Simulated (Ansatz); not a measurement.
# LiSi2N2: the cost of one run

Method: DFT PBE, scalar-relativistic, plane waves, PAW, in Ansatz 0.2.0.

## Step 1: The structure to begin with

It takes space group Pmmm (No. 47, orthorhombic). Conventional cell: a = 2.904 Å, b = 4.478 Å, c = 4.857 Å, α = 90.00°, β = 90.00°, γ = 90.00°. Around Li (site symmetry mmm) lie 2 N at 1.70 Å. Si (site symmetry mm2) is surrounded by 1 Si at 1.56 Å and 2 N at 1.74 Å. N (site symmetry m2m) has 1 N at 1.08 Å and 1 Li at 1.70 Å and 2 Si at 1.74 Å in its first shell of neighbours.

Structure file:

```cif
data_structure
_symmetry_space_group_name_H-M 'P 1'
_symmetry_Int_Tables_number 1
_cell_length_a 2.9038
_cell_length_b 4.4776
_cell_length_c 4.8567
_cell_angle_alpha 90.000
_cell_angle_beta 90.000
_cell_angle_gamma 90.000
_cell_volume 63.15
loop_
_atom_site_label
_atom_site_type_symbol
_atom_site_fract_x
_atom_site_fract_y
_atom_site_fract_z
_atom_site_occupancy
Li1 Li 0.00000 0.50000 0.50000 1
Si1 Si 0.00000 0.00000 0.83977 1
Si2 Si 0.00000 0.00000 0.16023 1
N1 N 0.00000 0.12034 0.50000 1
N2 N 0.00000 0.87966 0.50000 1
```

A structure generator made this guess: random cell by space group and Wyckoff sites (Pmmm, No. 47). Lengths come from tabulated atomic sizes and are only a guess.

## Step 2: A first look at the guess

File input.yaml:

```yaml
crystal:
  lattice:
    - [2.90381375, 0.0, 0.0]
    - [0.0, 4.47763081, 0.0]
    - [0.0, 0.0, 4.85666854]
  atoms:
    - { symbol: Li, position: [0.0, 0.5, 0.5] }
    - { symbol: Si, position: [0.0, 0.0, 0.83977413] }
    - { symbol: Si, position: [0.0, 0.0, 0.16022587] }
    - { symbol: "N", position: [0.0, 0.12034124, 0.5] }
    - { symbol: "N", position: [0.0, 0.87965876, 0.5] }
basis:
  ecutwfc: 420
kpoints:
  mp_grid: { grid: [6, 4, 4] }
hamiltonian:
  xc: pbe
scf:
  occupations: { method: gaussian, width: 0.1 }
  lower_state_search: "off"
output:
  forces: true
  stress: true
  eigenvalues: true
```

Command:

```console
ansatz run input.yaml --threads 1 --pin off --max-ram 2560MiB --backend cpu --events-out ev --progress --plain --runs-dir out
```

What time and memory should one allow on 1 thread of Intel Xeon 6975P-C (Granite Rapids), shared host?

About 1.3 s, with a peak of 0.38 GiB.
